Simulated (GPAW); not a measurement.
Crystal: BiTe.

```xyz
2
Lattice="0.0000 3.2350 3.2350 3.2350 0.0000 3.2350 3.2350 3.2350 0.0000" Properties=species:S:1:pos:R:3 pbc="T T T"
Bi    0.0000    0.0000    0.0000
Te    3.2350    3.2350    3.2350
```

Base run:

- Program: GPAW 26.7.0
- Functional: PBE
- Potentials or basis: GPAW PAW data sets (gpaw-data 1.2.1)
- Cutoff: 600 eV
- Basis: pw
- k mesh: 7 × 7 × 7
- Occupations: fermi-dirac, width 0.05 eV
- Spin: no spin polarisation

Its results: pressure 0.7 GPa.

Task: The run is repeated on the same cell with these changes: functional from PBE to LDA; potentials or basis from GPAW PAW data sets (gpaw-data 1.2.1) to the program's PAW data sets (release 1.2.1) made for this functional. What comes out?

Result: Pressure -2.9 GPa.

Not every run made on this cell is shown here.
